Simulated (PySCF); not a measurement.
**H2MoO2S: edits of the settings**

A base run and a few variants of its settings.

Program: PySCF 2.14.0. Level of theory: method and basis as typed in the scripts. These are calculated values, not measurements.

6 further runs of the same task are left out: 6 that didn't finish.

## Step 1: Where the work starts

H2MoO2S: 6 atoms, charge 0, spin multiplicity 1.

Bond lengths: Mo1–S2 2.148 Å, Mo1–O3 1.887 Å, Mo1–O4 1.887 Å, O3–H5 0.993 Å, O4–H6 0.993 Å. Angles: S2–Mo1–O3 117.6°, S2–Mo1–O4 117.6°, O3–Mo1–O4 124.8°, Mo1–O3–H5 135.2°, Mo1–O4–H6 135.2°.

## Step 2: The base run

input.py

```python
from pyscf import gto, dft

mol = gto.M(
    atom='Mo 0.1542 0.1844 0.0219; S -1.2183 -1.4563 -0.1733; O 1.9947 -0.2227 0.1162; O -0.5697 1.9261 0.0865; H 2.5344 -1.0563 0.098; H -1.4844 2.3113 0.0514',
    basis='def2-svp',
    ecp={'Mo': 'def2-svp'},
    charge=0,
    spin=0,
    symmetry=True,
    verbose=4,
)
mf = dft.RKS(mol, xc='pbesol')
mf = mf.newton()
mf.kernel()
mf.dip_moment()
print('orbital energies (hartree):', mf.mo_energy[..., max(0, mol.nelec[1]-3):mol.nelec[0]+3].round(4))
```

Started as:

```
$ OMP_NUM_THREADS=1 python input.py
```

## Step 3: MP2 (RHF)

Run 1 changes step after the SCF: none → mp2; SCF type: RKS → RHF; functional: pbesol → none (Hartree–Fock); frozen orbitals: none → 7.

Edit input.py of step 2 so:

```diff
@@ -1,2 +1,2 @@
-from pyscf import gto, dft
+from pyscf import gto, scf, mp
 
@@ -11,5 +11,6 @@
 )
-mf = dft.RKS(mol, xc='pbesol')
+mf = scf.RHF(mol)
 mf = mf.newton()
 mf.kernel()
+mp.MP2(mf, frozen=7).kernel()
 mf.dip_moment()
```

## Step 4: Point-group symmetry off

Run 2 changes point-group symmetry: on → off.

Edit input.py of step 2 so:

```diff
@@ -8,3 +8,2 @@
     spin=0,
-    symmetry=True,
     verbose=4,
```

Q: Predict the outcome of this session. Wanted: for each run, E(SCF); from base; gap; SCF dipole; after the SCF.

**Answer**, as computed:

```
                     run  E(SCF) (hartree)  from base (eV)   cycles  gap (eV)  SCF dipole (D)                            after the SCF
                    base       -616.353120               0  3 macro      0.75            0.87                                      n/a
               MP2 (RHF)       -615.727758  not comparable  3 macro     10.99            1.34  MP2 correlation -23.716 eV, core frozen
point-group symmetry off       -616.353120          0.0000  3 macro      0.75            0.87                                      n/a
```

Distance from each run's final energy (log10 hartree) by cycle:

```
                     run  cycle 1  cycle 2  cycle 3  cycle 5  cycle 8  cycle 12
                    base     -2.5    < -11    < -11     done     done      done
               MP2 (RHF)     -6.0    < -11    < -11     done     done      done
point-group symmetry off     -2.5    < -11    < -11     done     done      done
```

**Reading.** The SCF energy stays the same, to the digits that matter, with point-group symmetry off.
